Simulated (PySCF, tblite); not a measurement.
# C₇H₁₁OP: geometry, infrared bands and NMR shifts

Wanted: the infrared bands and NMR shifts of C₇H₁₁OP (`C#CCP(CC)C(C)=O`), by calculation.

Computed with tblite 0.8.0 and PySCF 2.14.0, with density-fitted response routines of our own, on a single molecule in the gas phase. Atoms count from 0, in the outputs and in this text.

### Step 1. The starting structure

20 atoms, charge 0, multiplicity 1; geometry from: force field or distance geometry start.

Bonds of the start (Å): C0–C1 1.23, C1–C2 1.44, C2–P3 1.84, P3–C4 1.84, C4–C5 1.51, P3–C6 1.83, C6–C7 1.49, C6–O8 1.23, C0–H9 1.07, C2–H10 1.11, C2–H11 1.13, C4–H12 1.11, C4–H13 1.11, C5–H14 1.10, C5–H15 1.09, C5–H16 1.12, C7–H17 1.09, C7–H18 1.11, C7–H19 1.12.

### Step 2. Optimising the geometry with GFN2-xTB

The job: settings as JSON, then the geometry in Å.

```
{"job": {"kind": "relax", "xc": "GFN2-xTB", "basis": "xTB"}, "charge": 0, "multiplicity": 1}
C      3.428500    -1.795600     0.183200
C      2.306900    -1.653200    -0.302900
C      0.993200    -1.512900    -0.882100
P      0.032500    -0.301000     0.122800
C      0.896700     1.322500    -0.003900
C     -0.022400     2.498800     0.244800
C     -1.729900    -0.184700    -0.354900
C     -2.800800    -0.994900     0.299500
O     -2.107100     0.578900    -1.244600
H      4.394000    -1.924500     0.615800
H      0.489700    -2.496200    -1.009400
H      1.136100    -1.018200    -1.883200
H      1.229100     1.426900    -1.053700
H      1.752200     1.293200     0.695300
H     -0.823000     2.279800     0.966800
H     -0.416000     2.795500    -0.729300
H      0.651600     3.309400     0.619900
H     -2.958200    -0.785400     1.362000
H     -2.678400    -2.083800     0.135800
H     -3.779600    -0.743900    -0.194500
```

On the command line:

```console
> OMP_NUM_THREADS=1 python probes_run.py task.json out
```

One launch serves the whole session: the jobs run in the order shown.

**Question.** This job is followed by: GFN2-xTB harmonic vibrations, gas phase; GIAO PBE0/pcSseg-1 NMR shielding, non-relativistic, gas phase. What will the session give for the following? strongest single infrared mode (GFN2-xTB); zero-point energy (GFN2-xTB); ¹³C shifts against TMS (PBE0/pcSseg-1); ¹H shifts against TMS (PBE0/pcSseg-1, means over atoms taken as alike); ³¹P shifts against H3PO4 (PBE0/pcSseg-1); ¹⁷O shifts against H2O (PBE0/pcSseg-1).

**Answer**, as computed:

| quantity | value |
| --- | --- |
| strongest single infrared mode (GFN2-xTB) | 1750 cm⁻¹, 330 km/mol |
| zero-point energy (GFN2-xTB) | 98.4 kcal/mol |
| ¹³C shifts against TMS (PBE0/pcSseg-1) | 229.0, 84.4, 78.0, 35.7, 22.4, 21.0, 12.3 ppm |
| ¹H shifts against TMS (PBE0/pcSseg-1, means over atoms taken as alike) | 2.46, 2.40, 1.92, 1.55, 1.06 ppm |
| ³¹P shifts against H3PO4 (PBE0/pcSseg-1) | -19.6 ppm |
| ¹⁷O shifts against H2O (PBE0/pcSseg-1) | 719.1 ppm |

**Reading.** The optimisation took 149 steps and gained 1.296 eV; among the close pairs (by a distance rule), P3–C6 changed most, from 1.830 to 1.877 Å. No mode is imaginary among the 54: a minimum at this level. The strongest single mode, at 1750 cm⁻¹, moves mainly C6 and O8. Unscaled tight-binding wavenumbers are off by several per cent, some by more. Its intensities can rank the bands wrongly. At PBE0/pcSseg-1: The widest tensor belongs to O8: span 1434 ppm, with a paramagnetic part of -785 ppm.
